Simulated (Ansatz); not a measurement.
What does this script print? It uses Ansatz 0.2.0 through its Python package.

Script `snas.py`:
```python
"""Forces and pressure of SnAs against finite differences of the energy with displaced atoms."""

import ansatz as az
import numpy as np

config = {
    "xc": "r2SCAN",
    "ecut": 650,
    "kgrid": (6, 6, 6),
    "scf_tol": 1e-09,
}

VECTORS = np.array([
    [0.00171, 2.88631, 2.89301],
    [2.89736, 0.03201, 2.86271],
    [2.87486, 2.83352, 0.05451],
])
SITES = [
    ("Sn", (0.99566, 0.9983, 0.01181)),
    ("As", (0.49339, 0.50392, 0.50855)),
]


def on_lattice(cell):
    crystal = az.Crystal(lattice=az.Lattice.of(cell))
    for symbol, position in SITES:
        crystal = crystal.atom(symbol, position)
    return crystal


def main() -> None:
    def solve(crystal):
        return (
            crystal.calculation()
            .functional(config["xc"])
            .occupations(az.OccupationsMethod.METHFESSEL_PAXTON)
            .basis(config["ecut"], xc_grid=2)
            .kpoints(*config["kgrid"])
            .scf(tolerance=config["scf_tol"])
            .forces()
            .stress()
            .run(threads=1)
        ).report


    centre = solve(on_lattice(VECTORS))
    start = on_lattice(VECTORS)
    # central difference: F = -(E(+h) - E(-h)) / 2h
    print(f"force on atom 1 along x: analytic {centre['forces_ev_ang'][1][0]:.4f} eV/A")
    for h in (0.004, 0.016):
        shift = np.eye(3)[0] * h @ np.linalg.inv(VECTORS)
        plus, minus = (solve(start.move(1, to=np.array(SITES[1][1]) + sign * shift))["lagrangian_ev"] for sign in (1, -1))
        print(f"  step {h} A: numerical {-(plus - minus) / (2 * h):.4f} eV/A")
    # P = -dF/dV; the difference feels the change of the plane-wave count with the cell
    volume = abs(np.linalg.det(VECTORS))
    larger, smaller = (solve(on_lattice(VECTORS * (1 + sign * 0.005) ** (1 / 3)))["lagrangian_ev"] for sign in (1, -1))
    numerical = -(larger - smaller) / (0.01 * volume) * 160.21766
    print(f"pressure: analytic {np.trace(centre['stress_gpa']) / 3:.3f}, numerical {numerical:.3f} GPa")


if __name__ == "__main__":
    main()
```

```console
$ python snas.py
DeckWarning: output.stress: scf.convergence.dr2_threshold = 1e-9 eV is looser than the 2e-10 eV advised for a printed stress (1e-10 eV for each atom of the cell: 2). What an SCF threshold leaves in a stress goes as its square root, and in the free energy as the threshold itself, and one threshold admits the most on a small cell: of the crystals measured, under no hybrid functional and no lock of the moments, on runs that ended without the residual-converged pass, on stresses that held no [...]
force on atom 1 along x: analytic -0.0036 eV/A
  step 0.004 A: numerical -0.0036 eV/A
  step 0.016 A: numerical -0.0036 eV/A
pressure: analytic 0.931, numerical 0.933 GPa
```
(Warnings from the package without file and line, shortened.)

Reading the output:
- The mesh is modest for a metal, so energies can be off by several to tens of meV an atom and pressures by half a GPa or more; differences at equal mesh fare better.
- Of the deposited cell: the entry's cell lengths or inner coordinates differ somewhat from later room-temperature determinations.
- Pressure is positive in compression.
- The cell is a database structure, distorted on purpose.
- The central difference errs as the square of the step, so the shorter step is the fairer test; what remains comes from the finite grid and the SCF threshold.
- Finished in 3.4 min on 1 thread of Intel(R) Xeon(R) Platinum 8259CL CPU @ 2.50GHz (Skylake/Cascade Lake), on a shared host, peak memory 0.62 GiB.
